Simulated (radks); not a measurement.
# Spin polarisation of the 5p shell in In

Aim: the energy gained and the exchange splitting as electrons of the 5p shell of In are turned from spin down to spin up.

Method: scalar-relativistic Kohn-Sham, PBE, spin-polarised, spherical densities, finite nucleus. Code: radks (a radial shooting solver on a logarithmic mesh, Libxc functionals) version 1.

### 1 Starting point

| Property | Result |
| --- | --- |
| element | indium (Z = 49) |
| charge | 0 |
| electrons | 49 |
| configuration | [Kr] 4d10 5s2 5p(up 0.5, down 0.5) |
| nuclear rms radius | 4.6156 fm |

A shell typed twice in an input gives spin up, then spin down.

### 2 No moment

Settings of this run:

```text
Z 49
configuration [Kr] 4d10 5s2 5p0.5 5p0.5
relativity scalar-relativistic
functional pbe,pbe
spin polarised
nucleus finite rms 4.6156 fm
c 137.035999084
```

Command:

```console
$ python run_ks.py task.json out
```

The same process makes all the runs of this session.

### 3 moment 0.25 in 5p

Settings of this run:

```text
Z 49
configuration [Kr] 4d10 5s2 5p0.625 5p0.375
relativity scalar-relativistic
functional pbe,pbe
spin polarised
nucleus finite rms 4.6156 fm
c 137.035999084
```

### 4 moment 0.5 in 5p

Settings of this run:

```text
Z 49
configuration [Kr] 4d10 5s2 5p0.75 5p0.25
relativity scalar-relativistic
functional pbe,pbe
spin polarised
nucleus finite rms 4.6156 fm
c 137.035999084
```

### 5 moment 0.75 in 5p

Settings of this run:

```text
Z 49
configuration [Kr] 4d10 5s2 5p0.875 5p0.125
relativity scalar-relativistic
functional pbe,pbe
spin polarised
nucleus finite rms 4.6156 fm
c 137.035999084
```

### 6 moment 1 in 5p

Settings of this run:

```text
Z 49
configuration [Kr] 4d10 5s2 5p1 5p0
relativity scalar-relativistic
functional pbe,pbe
spin polarised
nucleus finite rms 4.6156 fm
c 137.035999084
```

Before running it: what results should come out? Wanted: for each run, moment; E − E(0); ε(5p up); ε(5p down); splitting.

The runs gave:

```
moment (μB)  E − E(0) (eV)  ε(5p up) (eV)  ε(5p down) (eV)  splitting (eV)
          0          0.000         -2.519           -2.519           0.000
       0.25         -0.010         -2.594           -2.436           0.157
        0.5         -0.039         -2.662           -2.346           0.316
       0.75         -0.089         -2.723           -2.245           0.478
          1         -0.160         -2.779           -2.121           0.658
```

What this shows: At a moment of 1 μB the energy has fallen by 0.16 eV and the 5p levels split by 0.66 eV, 0.658 eV per μB. The Stoner form E = −I m²/4 would give I = 0.638 eV. The energy falls at every step.
